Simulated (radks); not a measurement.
# Mo⁺ in [Kr] 4d4.5 5p0.5: an all-electron calculation

An exercise on one series of results from a longer session: the logs are not shown, and one member is left open.

The numbers are computed with radks (a radial shooting solver on a logarithmic mesh, Libxc functionals) version 1 (Dirac Kohn-Sham, AM05, spin-unpolarised, spherical densities, finite nucleus; open shells fill j = l - 1/2 first), except any that are marked as measured or tabulated.

### Starting point

```
element            : molybdenum (Z = 42)
charge             : +1
electrons          : 41
configuration      : [Kr] 4d4.5 5p0.5
nuclear rms radius : 4.4091 fm
```

Set-up of the first run:

The run's settings:

```text
Z 42
configuration [Kr] 4d4.5 5p0.5 5s0 4f0
relativity Dirac
functional am05,am05
spin unpolarised
j_filling energy
nucleus finite rms 4.4091 fm
c 137.035999084
```

Among the steps run: Self-consistent calculation.

One table of the session follows, with a row left open; its other results are not shown here.

It belongs to the step «Radial structure». Sizes of the orbitals, from the radial functions (bohr):

```
level      <r>  outermost maximum (interpolated)  90 % within  nodes
1s1/2  0.03520                            0.0229       0.0631      0
2s1/2   0.1535                             0.130        0.238      1
2p1/2   0.1308                             0.101        0.214      0
2p3/2   0.1354                             0.105        0.220      0
3s1/2   0.4293                             0.384        0.635      2
3p1/2   0.4237                             0.371        0.641      1
3p3/2   0.4343                             0.381        0.657      1
3d3/2        ?                                 ?            ?      ?
3d5/2   0.4169                             0.323        0.667      0
4s1/2    1.107                             0.989         1.61      3
4p1/2    1.213                              1.05         1.80      2
4p3/2    1.244                              1.08         1.85      2
4d3/2    1.819                              1.36         2.93      1
4d5/2    1.839                              1.37         2.96      1
5s1/2    3.187                              2.75         4.68      4
5p1/2    3.998                              3.39         5.94      3
5p3/2    4.092                              3.48         6.07      3
```

Q: Estimate the row for 3d3/2 from the others.

The run gave: <r>: 0.4134; outermost maximum (interpolated): 0.321; 90 % within: 0.662; nodes: 0. In the column «<r>» it lies between 2s1/2 (0.1535) and 3d5/2 (0.4169).
